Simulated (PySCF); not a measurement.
**[Pr(HCN)]3+: other functionals and bases at one geometry**

How far do other levels of theory move the description of [Pr(HCN)]3+, and what does each cost? The species was built from a template and needn't be a known compound.

Program: PySCF 2.14.0. Level of theory: several levels, as the steps say, no spin–orbit coupling. These are calculated values, not measurements.

1 further run of the same task is left out (for a known fault of the program).

## (1) The starting structure

4 atoms, charge 3, spin multiplicity 1.

Bond lengths: Pr1–N2 2.321 Å, N2–C3 1.165 Å, C3–H4 1.114 Å. Angles: Pr1–N2–C3 180.0°, N2–C3–H4 180.0°.

Geometry (Å):

```xyz
4

Pr    0.0000    0.0000   -0.3218
N     0.0000    0.0000    1.9995
C     0.0000    0.0000    3.1644
H     0.0000    0.0000    4.2780
```

Formal oxidation states: Pr +3. Each metal's 2 4f electrons lie in its core potential, so multiplicities, spins and levels count the valence alone. An earlier session relaxed this geometry at PBE0, Pr lcecp-1-SVP with ECP48, N def2-SVP, C def2-SVP, H def2-SVP (singlet, point group C∞v).

At PBE0 on the finer grid: E = -124.839785 Eh, HOMO -26.52 eV, LUMO -19.43 eV, Mulliken charge on Pr1 +2.55 e, largest force component 0.006 eV/Å. 

Levels to run: BLYP; CAM-B3LYP; PBE0, TZVP. Hardware: 2 threads of Arm Neoverse V1, shared host.

## (2) BLYP

Input file run.py (the lines that set the calculation):

```python
mol = gto.M(atom='''
Pr     0.00000     0.00000    -0.32177
N      0.00000     0.00000     1.99951
C      0.00000     0.00000     3.16442
H      0.00000     0.00000     4.27801''',
    basis={'Pr': 'lcecp-1-SVP', 'N': 'def2-SVP', 'C': 'def2-SVP', 'H': 'def2-SVP'},
    ecp={'Pr': 'lcecp-1-SVP'},
    charge=3, spin=0)
mf = dft.RKS(mol, xc='BLYP')
mf.grids.atom_grid = (75, 302)  # f atoms: unpruned, at least (60, 302)
mf = mf.density_fit()  # fitting sets: Pr AutoAux, N def2-universal-JKFIT, C def2-universal-JKFIT, H def2-universal-JKFIT
mf.conv_tol = 1e-08; mf.max_cycle = 55
mf.kernel(dm0)  # dm0: the density of the relaxed state
```

Launch:

```
$ OMP_NUM_THREADS=2 python run.py
```

What it wrote:

```text
init E= -124.908174626483
  HOMO = -0.916441109140803  LUMO = -0.753785847892177  gap/eV = 4.42608
cycle= 1 E= -124.910353293627  delta_E= -0.00218  |g|= 0.0291  |ddm|= 0.26
  HOMO = -0.928732327788952  LUMO = -0.747999825791919  gap/eV = 4.91798
cycle= 2 E= -124.909149577232  delta_E= 0.0012  |g|= 0.0812  |ddm|= 0.0986
  HOMO = -0.923131622825825  LUMO = -0.748539799786522  gap/eV = 4.75089
cycle= 3 E= -124.91060943976  delta_E= -0.00146  |g|= 0.0102  |ddm|= 0.053
  HOMO = -0.921091045677009  LUMO = -0.750282469265165  gap/eV = 4.64794
cycle= 4 E= -124.910634774602  delta_E= -2.53e-05  |g|= 0.00717  |ddm|= 0.0202
  HOMO = -0.921799345270406  LUMO = -0.750134699546527  gap/eV = 4.67123
cycle= 5 E= -124.910650633912  delta_E= -1.59e-05  |g|= 0.000526  |ddm|= 0.00686
  HOMO = -0.921733852534418  LUMO = -0.750137631731482  gap/eV = 4.66937
cycle= 6 E= -124.910650707897  delta_E= -7.4e-08  |g|= 7.62e-05  |ddm|= 0.000519
  HOMO = -0.921718729941781  LUMO = -0.750134520259649  gap/eV = 4.66904
cycle= 7 E= -124.910650709695  delta_E= -1.8e-09  |g|= 5.35e-06  |ddm|= 0.000101
  HOMO = -0.9217197156057  LUMO = -0.750135383285376  gap/eV = 4.66905
Extra cycle  E= -124.910650709648  delta_E= 4.73e-11  |g|= 1.55e-05  |ddm|= 1.49e-05
converged SCF energy = -124.910650709648
```

Run time: 2.1 s. Hardware: 2 threads of Arm Neoverse V1, shared host.

Read off: E = -124.910651 Eh, HOMO -25.08 eV, LUMO -20.41 eV, Mulliken charge on Pr1 +2.48 e, largest force component 1.444 eV/Å. 

## (3) CAM-B3LYP

run.py (the lines that set the calculation): that of step 2 with these lines changed.

```diff
@@ -8,3 +8,3 @@
     charge=3, spin=0)
-mf = dft.RKS(mol, xc='BLYP')
+mf = dft.RKS(mol, xc='CAMB3LYP')
 mf.grids.atom_grid = (75, 302)  # f atoms: unpruned, at least (60, 302)
```

Launch:

```
$ OMP_NUM_THREADS=2 python run.py
```

What it wrote:

```text
init E= -124.872401061781
  HOMO = -1.02663202761232  LUMO = -0.670325884921645  gap/eV = 9.69558
cycle= 1 E= -124.872949552899  delta_E= -0.000548  |g|= 0.0238  |ddm|= 0.105
  HOMO = -1.01859367402413  LUMO = -0.673528808764239  gap/eV = 9.38969
cycle= 2 E= -124.872812778432  delta_E= 0.000137  |g|= 0.0357  |ddm|= 0.0404
  HOMO = -1.02271589497242  LUMO = -0.673724804421173  gap/eV = 9.49653
cycle= 3 E= -124.873074829528  delta_E= -0.000262  |g|= 0.004  |ddm|= 0.023
  HOMO = -1.0234287254663  LUMO = -0.673401078722177  gap/eV = 9.52474
cycle= 4 E= -124.87307902934  delta_E= -4.2e-06  |g|= 0.000648  |ddm|= 0.00404
  HOMO = -1.02327471946458  LUMO = -0.673485476341972  gap/eV = 9.51825
cycle= 5 E= -124.873079184232  delta_E= -1.55e-07  |g|= 5.72e-05  |ddm|= 0.00113
  HOMO = -1.02327651369122  LUMO = -0.673505144144256  gap/eV = 9.51776
cycle= 6 E= -124.873079185971  delta_E= -1.74e-09  |g|= 1.24e-05  |ddm|= 0.000166
  HOMO = -1.02327080324538  LUMO = -0.673505579091008  gap/eV = 9.51760
Extra cycle  E= -124.873079186039  delta_E= -6.78e-11  |g|= 5.41e-06  |ddm|= 3.51e-05
converged SCF energy = -124.873079186039
```

Wall time 2.4 s (2 threads of Arm Neoverse V1, shared host).

Result: E = -124.873079 Eh, HOMO -27.84 eV, LUMO -18.33 eV, Mulliken charge on Pr1 +2.55 e, largest force component 0.521 eV/Å. 

## (4) PBE0, TZVP

Basis: Pr lcecp-1-TZVP with ECP48, N def2-TZVP, C def2-TZVP, H def2-TZVP. 

Input file run.py (the lines that set the calculation):

```python
mol = gto.M(atom='''
Pr     0.00000     0.00000    -0.32177
N      0.00000     0.00000     1.99951
C      0.00000     0.00000     3.16442
H      0.00000     0.00000     4.27801''',
    basis={'Pr': 'lcecp-1-TZVP', 'N': 'def2-TZVP', 'C': 'def2-TZVP', 'H': 'def2-TZVP'},
    ecp={'Pr': 'lcecp-1-TZVP'},
    charge=3, spin=0)
mf = dft.RKS(mol, xc='PBE0')
mf.grids.atom_grid = (75, 302)  # f atoms: unpruned, at least (60, 302)
mf = mf.density_fit()  # fitting sets: Pr AutoAux, N def2-universal-JKFIT, C def2-universal-JKFIT, H def2-universal-JKFIT
mf.conv_tol = 1e-08; mf.max_cycle = 55
mf.kernel(dm0)  # dm0: free metal ions and neutral atoms
```

Launch:

```
$ OMP_NUM_THREADS=2 python run.py
```

What it wrote:

```text
init E= -116.357994642599
  HOMO = -1.50603192401913  LUMO = -1.24814686093198  gap/eV = 7.01741
cycle= 1 E= -123.535629097615  delta_E= -7.18  |g|= 2.83  |ddm|= 2.14
cycle= 2 E= -114.274541002875  delta_E= 9.26  |g|= 3.52  |ddm|= 3.52
  HOMO = -1.18760570078594  LUMO = -1.05732601358406  gap/eV = 3.54509
cycle= 3 E= -124.228072718161  delta_E= -9.95  |g|= 1.54  |ddm|= 3.63
  HOMO = -1.18156876221102  LUMO = -0.721188719581566  gap/eV = 12.52758
cycle= 4 E= -124.580663899954  delta_E= -0.353  |g|=  1.3  |ddm|= 1.33
  HOMO = -1.02989281344232  LUMO = -0.700382352912229  gap/eV = 8.96644
cycle= 5 E= -124.905427487713  delta_E= -0.325  |g|= 0.366  |ddm|= 0.766
  HOMO = -0.937289591639739  LUMO = -0.731673422747562  gap/eV = 5.59510
cycle= 6 E= -124.938081014012  delta_E= -0.0327  |g|= 0.181  |ddm|= 0.495
  HOMO = -0.969641865687793  LUMO = -0.712187680789838  gap/eV = 7.00569
cycle= 7 E= -124.94774770479  delta_E= -0.00967  |g|= 0.0148  |ddm|= 0.146
  HOMO = -0.971463399922426  LUMO = -0.712762850348604  gap/eV = 7.03960
cycle= 8 E= -124.947801432081  delta_E= -5.37e-05  |g|= 0.00261  |ddm|= 0.0202
  HOMO = -0.971409635265892  LUMO = -0.712429711594821  gap/eV = 7.04720
cycle= 9 E= -124.947803194889  delta_E= -1.76e-06  |g|= 0.000226  |ddm|= 0.00278
  HOMO = -0.971438677313606  LUMO = -0.712416808856369  gap/eV = 7.04834
cycle= 10 E= -124.947803214767  delta_E= -1.99e-08  |g|= 3.62e-05  |ddm|= 0.000273
  HOMO = -0.971434863251251  LUMO = -0.712423138638009  gap/eV = 7.04807
cycle= 11 E= -124.947803215218  delta_E= -4.52e-10  |g|= 7.85e-06  |ddm|= 4.89e-05
  HOMO = -0.971431096606233  LUMO = -0.712424831931853  gap/eV = 7.04792
Extra cycle  E= -124.947803215221  delta_E= -2.98e-12  |g|= 8.54e-06  |ddm|= 1.38e-05
converged SCF energy = -124.947803215221
```

Run time: 6.1 s. Hardware: 2 threads of Arm Neoverse V1, shared host.

Result: E = -124.947803 Eh, HOMO -26.43 eV, LUMO -19.39 eV, Mulliken charge on Pr1 +2.62 e, largest force component 0.895 eV/Å. 

## (5) Results

| level | state | HOMO (eV) | gap (eV) | charge on Pr1 (e) | dipole (D) | largest force (eV/Å) | basis functions | time |
| --- | --- | --- | --- | --- | --- | --- | --- | --- |
| PBE0 (relaxed here) | singlet | -26.52 | 7.09 | 2.55 | 3.78 | 0.01 | 66 | 4 s |
| BLYP | singlet | -25.08 | 4.67 | 2.48 | 4.07 | 1.44 | 66 | 2.1 s |
| CAM-B3LYP | singlet | -27.84 | 9.52 | 2.55 | 3.62 | 0.52 | 66 | 2.4 s |
| PBE0, TZVP | singlet | -26.43 | 7.05 | 2.62 | 3.84 | 0.89 | 115 | 6.1 s |

Times are on 2 threads of Arm Neoverse V1, shared host; the first row also made further properties. The dipole of a charged species depends on the origin, so these sizes hold for this origin alone.

In one basis the HOMO–LUMO gap runs from 4.67 eV (BLYP) to 9.52 eV (CAM-B3LYP). The largest leftover force, 1.44 eV/Å with BLYP, stands at a geometry relaxed at another level. The Mulliken charge on Pr spans +2.48 to +2.62 e over the levels. With 4f in the core, its levels are missing from HOMO and gap. Total energies of different levels can't be compared. Spin–orbit coupling is left out throughout.
